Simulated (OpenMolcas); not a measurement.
**Br2 (bromine) at 6 levels**

Wanted: a comparison of 6 runs (B3LYP/6-31G*, B3LYP/aug-cc-pVTZ, BLYP/aug-cc-pVTZ, r2SCAN/aug-cc-pVTZ, revPBE/aug-cc-pVTZ, MP2/aug-cc-pVTZ) of Br2 (bromine). 

The calculation is run with OpenMolcas 26.06.

**1. Starting point**

The species is Br2 (2 atoms), meant as a singlet with charge 0. As SMILES, `BrBr`. The coordinates come from a PBE0-D4/def2-TZVP relaxation.

Bond lengths: Br1–Br2 2.281 Å.

**2. Energy and gradient at B3LYP/6-31G(d) (Cartesian functions) (run 1)**

calc.input

```
&GATEWAY
  BasLib = $CurrDir
  Coord
  2
  angstrom
  Br       0.972980      -0.325390       0.498520
  Br      -0.972980       0.325390      -0.498520
  Basis = 6-31Gs
  Group = NoSym

&SEWARD
  GridInput
  Grid=UltraFine
  End of Grid

&SCF
  KSDFT = B3LYP
  Thresholds = 1e-10 1e-07 1e-07 1e-05
  PrOrbitals = 1 2

&ALASKA
```

The basis set 6-31G* is read from a file made from the Basis Set Exchange's data (not shown).

Run with:

```sh
$ export MOLCAS_MEM=1860
$ pymolcas calc.input > calc.log
```

The log of the run:

```text
--- Start Module: gateway ---
[...]
--- Stop Module: gateway /rc=_RC_ALL_IS_WELL_ ---
[...]
      Basis functions           70
[...]
--- Start Module: scf ---
[...]
       Convergence after  10 Iterations
[...]
::    Total KS-DFT energy                           -5147.7541592518
[...]
      Total spin, S                                     0.0000000000
[...]
      Total electronic charge=   70.000000
      Total            charge=   -0.000000
[...]
      Dipole Moment (debye):
      Origin of the operator (angstrom)=    0.0000    0.0000    0.0000
                   X=  3.3955E-12               Y= -4.7725E-13               Z=  2.1423E-12           Total=  4.0431E-12
      Quadrupole Moment (debye*angstrom):
[...]
--- Stop Module: scf /rc=_RC_ALL_IS_WELL_ ---
[...]
--- Start Module: alaska ---
[...]
 *              Molecular gradients               *
 **************************************************
  Irreducible representation: a
 ------------------------------------------------------------------------------------------
                              X                       Y                       Z
 ------------------------------------------------------------------------------------------
  BR1              -1.20499328685071E-02    4.02981324286245E-03   -6.17395278072763E-03
  BR2               1.20499328685355E-02   -4.02981324286245E-03    6.17395278073474E-03
 ------------------------------------------------------------------------------------------
--- Stop Module: alaska /rc=_RC_ALL_IS_WELL_ ---
[...]
```

Wall time 11 s (1 thread of Intel Xeon Platinum 8488C (Sapphire Rapids), shared host); peak memory 0.59 GiB.

**3. Energy and forces at B3LYP/aug-cc-pVTZ (run 2)**

test.inp

```
&GATEWAY
 BasLib
 $CurrDir
 Coord
 2
 angstrom
 Br       0.972980      -0.325390       0.498520
 Br      -0.972980       0.325390      -0.498520
 Basis
 aug-cc-pVTZ
 Group
 NoSym

&SEWARD
 GridInput
 Grid=UltraFine
 End of Grid

&SCF
 KSDFT
 B3LYP
 Thresholds
 1e-10 1e-07 1e-07 1e-05
 PrOrbitals
 1 1

&ALASKA
```

The basis set aug-cc-pVTZ is read from a file made from the Basis Set Exchange's data (not shown).

Run with:

```sh
$ export MOLCAS_MEM=1860
$ pymolcas test.inp > test.log
```

The log of the run:

```text
--- Start Module: gateway ---
[...]
--- Stop Module: gateway /rc=_RC_ALL_IS_WELL_ ---
[...]
      Basis functions          118
[...]
--- Start Module: scf ---
[...]
       Convergence after  11 Iterations
[...]
::    Total KS-DFT energy                           -5148.4535986243
[...]
      Total spin, S                                     0.0000000000
[...]
      Total electronic charge=   70.000000
      Total            charge=   -0.000000
[...]
      Dipole Moment (debye):
      Origin of the operator (angstrom)=    0.0000    0.0000    0.0000
                   X=  3.3218E-13               Y= -1.2505E-13               Z=  6.2951E-13           Total=  7.2268E-13
      Quadrupole Moment (debye*angstrom):
[...]
--- Stop Module: scf /rc=_RC_ALL_IS_WELL_ ---
[...]
--- Start Module: alaska ---
[...]
 *              Molecular gradients               *
 **************************************************
  Irreducible representation: a
 ------------------------------------------------------------------------------------------
                              X                       Y                       Z
 ------------------------------------------------------------------------------------------
  BR1              -8.84754775766794E-03    2.95885173857258E-03   -4.53316564498252E-03
  BR2               8.84754775771057E-03   -2.95885173858679E-03    4.53316564496831E-03
 ------------------------------------------------------------------------------------------
--- Stop Module: alaska /rc=_RC_ALL_IS_WELL_ ---
[...]
```

It took 47 s on 1 thread of Intel Xeon Platinum 8488C (Sapphire Rapids), shared host; peak memory 0.74 GiB.

Run 3 isn't shown in full; the table further down has it.

**4. Energy and forces at r2SCAN/aug-cc-pVTZ (run 4)**

calc.input

```
&GATEWAY
  BasLib=$CurrDir
  Coord
  2
  angstrom
  Br       0.972980      -0.325390       0.498520
  Br      -0.972980       0.325390      -0.498520
  Basis=aug-cc-pVTZ
  Group=NoSym

&SEWARD
  GridInput
  Grid=UltraFine
  End of Grid

&SCF
  KSDFT=2
  1.0 MGGA_X_R2SCAN
  1.0 MGGA_C_R2SCAN
  Thresholds=1e-10 1e-07 1e-07 1e-05
  PrOrbitals=1 2

&ALASKA
```

The basis set aug-cc-pVTZ is read from a file made from the Basis Set Exchange's data (not shown).

Run with:

```sh
$ export MOLCAS_MEM=1860
$ pymolcas calc.input > calc.log
```

The log of the run:

```text
--- Start Module: gateway ---
[...]
--- Stop Module: gateway /rc=_RC_ALL_IS_WELL_ ---
[...]
      Basis functions          118
[...]
--- Start Module: scf ---
[...]
       Convergence after  11 Iterations
[...]
::    Total KS-DFT energy                           -5148.3628505516
[...]
      Total spin, S                                     0.0000000000
[...]
      Total electronic charge=   70.000000
      Total            charge=   -0.000000
[...]
      Dipole Moment (debye):
      Origin of the operator (angstrom)=    0.0000    0.0000    0.0000
                   X=  3.1343E-12               Y= -1.1284E-12               Z=  2.5173E-12           Total=  4.1754E-12
      Quadrupole Moment (debye*angstrom):
[...]
--- Stop Module: scf /rc=_RC_ALL_IS_WELL_ ---
[...]
--- Start Module: alaska ---
[...]
 *              Molecular gradients               *
 **************************************************
  Irreducible representation: a
 ------------------------------------------------------------------------------------------
                              X                       Y                       Z
 ------------------------------------------------------------------------------------------
  BR1              -3.66600854669485E-03    1.22600929213235E-03   -1.87833108536140E-03
  BR2               3.66600854676591E-03   -1.22600929216077E-03    1.87833108536140E-03
 ------------------------------------------------------------------------------------------
--- Stop Module: alaska /rc=_RC_ALL_IS_WELL_ ---
[...]
```

It took 48 s on 1 thread of Intel Xeon Platinum 8488C (Sapphire Rapids), shared host; peak memory 0.74 GiB.

Run 5 isn't shown in full; the table further down has it.

**5. The energy at MP2/aug-cc-pVTZ (run 6)**

input.xyz

```xyz
2

Br     0.972980    -0.325390     0.498520
Br    -0.972980     0.325390    -0.498520
```

mol.inp

```
>>> EXPORT MOLCAS_PRINT=2
&GATEWAY
BasLib=$CurrDir
Coord=input.xyz
Basis=aug-cc-pVTZ
Group=NoSym
&SEWARD
&SCF
Thresholds=1e-10 1e-07 1e-07 1e-05
PrOrbitals=1 1
&MBPT2
Frozen=18
```

The basis set aug-cc-pVTZ is read from a file made from the Basis Set Exchange's data (not shown).

Run with:

```sh
$ export MOLCAS_MEM=1860
$ pymolcas mol.inp > mol.log
```

The log of the run:

```text
--- Start Module: gateway ---
[...]
--- Stop Module: gateway /rc=_RC_ALL_IS_WELL_ ---
[...]
      Basis functions          118
[...]
--- Start Module: scf ---
[...]
       Convergence after  10 Iterations
[...]
::    Total SCF energy                              -5144.9159313952
[...]
      Total spin, S                                     0.0000000000
[...]
      Total electronic charge=   70.000000
      Total            charge=   -0.000000
[...]
      Dipole Moment (debye):
      Origin of the operator (angstrom)=    0.0000    0.0000    0.0000
                   X= -2.4104E-13               Y= -2.5686E-14               Z= -1.1122E-13           Total=  2.6670E-13
      Quadrupole Moment (debye*angstrom):
[...]
--- Stop Module: scf /rc=_RC_ALL_IS_WELL_ ---
[...]
--- Start Module: mbpt2 ---
[...]
WARNING!
Default frozen orbitals as non valence orbitals is overwritten by user input.
Default values:  28
[...]
       Reference weight ( Cref**2 )         =        0.86775
::    Total MBPT2 energy                            -5145.3784735056
[...]
      Total MBPT2 calculations                           0.86      0.98
--- Stop Module: mbpt2 /rc=_RC_ALL_IS_WELL_ ---
[...]
```

Wall time 19 s (1 thread of Intel Xeon Platinum 8488C (Sapphire Rapids), shared host); peak memory 0.74 GiB.

**6. All runs side by side**

```
run                               level  Cartesian functions      task   energy (Eh)  dipole moment (D) of the reference  HOMO energy (eV)  LUMO energy (eV)  wall time
  1  B3LYP/6-31G* (Cartesian functions)                  yes  gradient  -5147.754159                                0.00             -7.81             -3.83       11 s
  2                   B3LYP/aug-cc-pVTZ                   no  gradient  -5148.453599                                0.00             -7.87             -3.81       47 s
  3                    BLYP/aug-cc-pVTZ                   no  gradient  -5148.452814                                0.00             -6.68             -4.37       46 s
  4                  r2SCAN/aug-cc-pVTZ                   no  gradient  -5148.362851                                0.00             -7.15             -4.42       48 s
  5                  revPBE/aug-cc-pVTZ                   no  gradient  -5147.956665                                0.00             -6.81             -4.40       47 s
  6                     MP2/aug-cc-pVTZ                   no    energy  -5145.378474                                0.00            -11.05             -0.07       19 s
```

**7. Results**

```
                                           quantity           value
                                run 6: total energy  -5145.37847 Eh
          run 6: dipole moment (mean-field density)          0.00 D
         run 6: HOMO energy (Hartree–Fock orbitals)       -11.05 eV
         run 6: LUMO energy (Hartree–Fock orbitals)        -0.07 eV
       run 6: HOMO–LUMO gap (Hartree–Fock orbitals)        10.98 eV
run 6: correlation energy (18 core orbitals frozen)      -462.5 mEh
```

Over runs 1, 2, 3, 4, 5 the HOMO–LUMO gap runs from 2.32 eV (BLYP/aug-cc-pVTZ) to 4.06 eV (B3LYP/aug-cc-pVTZ). Totals of different functionals can't be ranked against each other. All runs together took 3.6 min, the longest 48 s.
